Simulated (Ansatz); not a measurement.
# BFGeH5NO: single point from an input written key by key

Aim: a single point from an input written key by key, for BFGeH5NO, run from a script.

Program: the Python package of Ansatz 0.2.0. Level of theory: Hartree-Fock/def2-SVP. These are calculated values, not measurements.

## 1. Starting point

Bond lengths: N1–B2 1.467 Å, B2–Ge3 2.006 Å, Ge3–O4 1.880 Å, Ge3–F5 1.733 Å, N1–H6 1.103 Å, N1–H7 1.071 Å, B2–H8 1.177 Å, Ge3–H9 1.611 Å, O4–H10 0.982 Å. Angles: N1–B2–Ge3 121.0°, N1–B2–H8 120.4°, Ge3–B2–H8 118.6°, B2–N1–H6 107.7°, B2–N1–H7 107.8°, H6–N1–H7 102.1°, B2–Ge3–O4 110.2°, B2–Ge3–F5 111.0°, B2–Ge3–H9 109.9°, O4–Ge3–F5 109.2°, O4–Ge3–H9 106.7°, F5–Ge3–H9 109.9°, Ge3–O4–H10 98.5°.

The script holds or builds the structure itself.

## 2. The code

run_deck.py

```python
"""BFGeH5NO through the session interface."""

import ansatz
import numpy as np

DECK = """
crystal:
  periodic: [false, false, false]
  atoms:
    - { symbol: "N", position_ang: [-1.6518, -0.9531, -0.5514] }
    - { symbol: B, position_ang: [-0.3718, -1.0143, 0.1617] }
    - { symbol: Ge, position_ang: [0.6591, 0.656, 0.5775] }
    - { symbol: O, position_ang: [2.3639, 0.579, -0.2119] }
    - { symbol: F, position_ang: [-0.1753, 2.0601, -0.0029] }
    - { symbol: H, position_ang: [-2.3159, -0.2742, 0.0101] }
    - { symbol: H, position_ang: [-1.494, -0.41, -1.4609] }
    - { symbol: H, position_ang: [0.0908, -2.0532, 0.4668] }
    - { symbol: H, position_ang: [0.8907, 0.7754, 2.1675] }
    - { symbol: H, position_ang: [2.0872, 0.5833, -1.1536] }
basis:
  gaussian: { orbitals: def2-SVP, nuclear_model: point }
hamiltonian:
  xc: hf
output:
  forces: true
"""

session = ansatz.Session.from_yaml(DECK)
report = session.plan(threads=1).execute().report

print(f"E = {report['free_energy_ev']:.6f} eV = {report['free_energy_ev'] / 27.211386246:.7f} Ha")
print("converged:", report["converged"], " doubts:", report["published_state_doubts"] or "none")
symbols = ["N", "B", "Ge", "O", "F", "H", "H", "H", "H", "H"]

forces = np.array(report["forces_ev_ang"])
print("largest force", round(float(np.linalg.norm(forces, axis=1).max()), 4), "eV/A, rms", round(float(np.sqrt((forces ** 2).mean())), 4))
charges = report["charge_distribution"]
dipole = np.array(charges["dipole_moment_e_ang"]) * 4.803205
print("dipole (D): {:.3f} {:.3f} {:.3f}, length {:.3f}".format(*dipole, np.linalg.norm(dipole)))
print("atom  Mulliken   Lowdin")
for symbol, m, l in zip(symbols, charges["mulliken_charges_e"], charges["lowdin_charges_e"]):
    print(f"{symbol:4s} {m:9.3f} {l:8.3f}")
```

## 3. Launch

Started as:

```sh
> python run_deck.py
```

What it wrote:

```text
E = -63437.068062 eV = -2331.2692521 Ha
converged: True  doubts: none
largest force 3.6366 eV/A, rms 1.4307
dipole (D): -1.720 -0.766 -0.538, length 1.958
atom  Mulliken   Lowdin
N       -0.349    0.080
B        0.090   -0.185
Ge       1.078    0.244
O       -0.601   -0.072
F       -0.542   -0.110
H        0.160    0.084
H        0.150    0.061
H       -0.050   -0.035
H       -0.136   -0.061
H        0.199   -0.006
```

Wall time 1.9 s (1 thread of Intel Xeon 6975P-C (Granite Rapids), shared host); peak memory 0.29 GiB.

Lines on the test bed's own set-up are left out of the output.

## 4. The run's own record

From the engine's report, whether the script printed it or not:

| item | value |
| --- | --- |
| SCF cycles in all | 12 |
| orbitals | 113 |
| total energy (eV) | -63437.06806 |

## 5. The same input on the command line

Run from a file, the same calculation prints its log.

input.yaml

```yaml
crystal:
  periodic: [false, false, false]
  atoms:
    - { symbol: "N", position_ang: [-1.6518, -0.9531, -0.5514] }
    - { symbol: B, position_ang: [-0.3718, -1.0143, 0.1617] }
    - { symbol: Ge, position_ang: [0.6591, 0.656, 0.5775] }
    - { symbol: O, position_ang: [2.3639, 0.579, -0.2119] }
    - { symbol: F, position_ang: [-0.1753, 2.0601, -0.0029] }
    - { symbol: H, position_ang: [-2.3159, -0.2742, 0.0101] }
    - { symbol: H, position_ang: [-1.494, -0.41, -1.4609] }
    - { symbol: H, position_ang: [0.0908, -2.0532, 0.4668] }
    - { symbol: H, position_ang: [0.8907, 0.7754, 2.1675] }
    - { symbol: H, position_ang: [2.0872, 0.5833, -1.1536] }
basis:
  gaussian: { orbitals: def2-SVP, nuclear_model: point }
hamiltonian:
  xc: hf
output:
  forces: true
```

Started as:

```sh
> ansatz run input.yaml --threads 1 --pin off --max-ram 4096MiB --backend cpu --events-out ev --progress --plain --runs-dir out
```

What it wrote:

```text
Warning: RAYON_NUM_THREADS=1 ignored (pool sized by the plan → 1); use --threads N
Engine: ansatz 0.2.0, x86_64-unknown-linux-gnu
Functional definition: HF
  exchange = exact_x
  correlation = 0
1113 factors; integrals over basis functions are off by at most 1.3e-3 eV
mean field evaluation 1: about -63431.9054 eV, gradient 4.9e1 eV
mean field evaluation 2: about -63431.9607 eV, gradient 4.9e1 eV
mean field evaluation 4: about -63437.0039 eV, gradient 3.8e0 eV
mean field evaluation 8: about -63437.0679 eV, gradient 1.2e-1 eV
mean field -63437.06806173 eV, -2331.2692520796 hartree, gradient 1.0e-5 eV, S^2 0.000000; 0 other end points of the search recorded, 0 dependent functions left out
the calculation of the forces begins
reference -63437.06806173 eV, -2331.2692520796 hartree; 33, 33 occupied and 80, 80 virtual orbitals, 1113 factors
Total energy: -63437.06806173 eV, -2331.2692520796 hartree
Atom 0 at    -1.651800    -0.953100    -0.551400 Å, force    -1.650561     2.826833    -0.218894 eV/Å
Atom 1 at    -0.371800    -1.014300     0.161700 Å, force    -1.130505    -0.391695    -1.034776 eV/Å
Atom 2 at     0.659100     0.656000     0.577500 Å, force     3.199460     0.407174     1.624324 eV/Å
Atom 3 at     2.363900     0.579000    -0.211900 Å, force    -3.480541     0.439531    -0.957736 eV/Å
Atom 4 at    -0.175300     2.060100    -0.002900 Å, force     0.208237    -0.033484    -0.047025 eV/Å
Atom 5 at    -2.315900    -0.274200     0.010100 Å, force     1.908238    -1.936932    -1.776496 eV/Å
Atom 6 at    -1.494000    -0.410000    -1.460900 Å, force    -0.487563    -1.088684     2.006126 eV/Å
Atom 7 at     0.090800    -2.053200     0.466800 Å, force     0.226761    -0.544270     0.292336 eV/Å
Atom 8 at     0.890700     0.775400     2.167500 Å, force    -0.083237     0.327768    -1.289032 eV/Å
Atom 9 at     2.087200     0.583300    -1.153600 Å, force     1.289711    -0.006243     1.401172 eV/Å
Dipole moment:    -0.358123    -0.159531    -0.111973 e Å
```

Wall time 1.8 s (1 thread of Intel Xeon 6975P-C (Granite Rapids), shared host); peak memory 0.23 GiB.

Script and command line differ by 0.000 meV in the energy.

## 6. Outcome

| quantity | value |
| --- | --- |
| total energy | -63437.0681 eV |
| largest force | 3.637 eV/Å |
| dipole moment | 1.96 D |

In words: Forces reach 3.64 eV/Å, so the atoms aren't at rest. Reading the output:
- The geometry is a force-field or estimated start, not a minimum of this method, and the basis set is short of its limit.
- The Löwdin charges here are taken after orthogonalising the functions within each atom; they differ from plain Löwdin charges, and their signs can be unphysical.
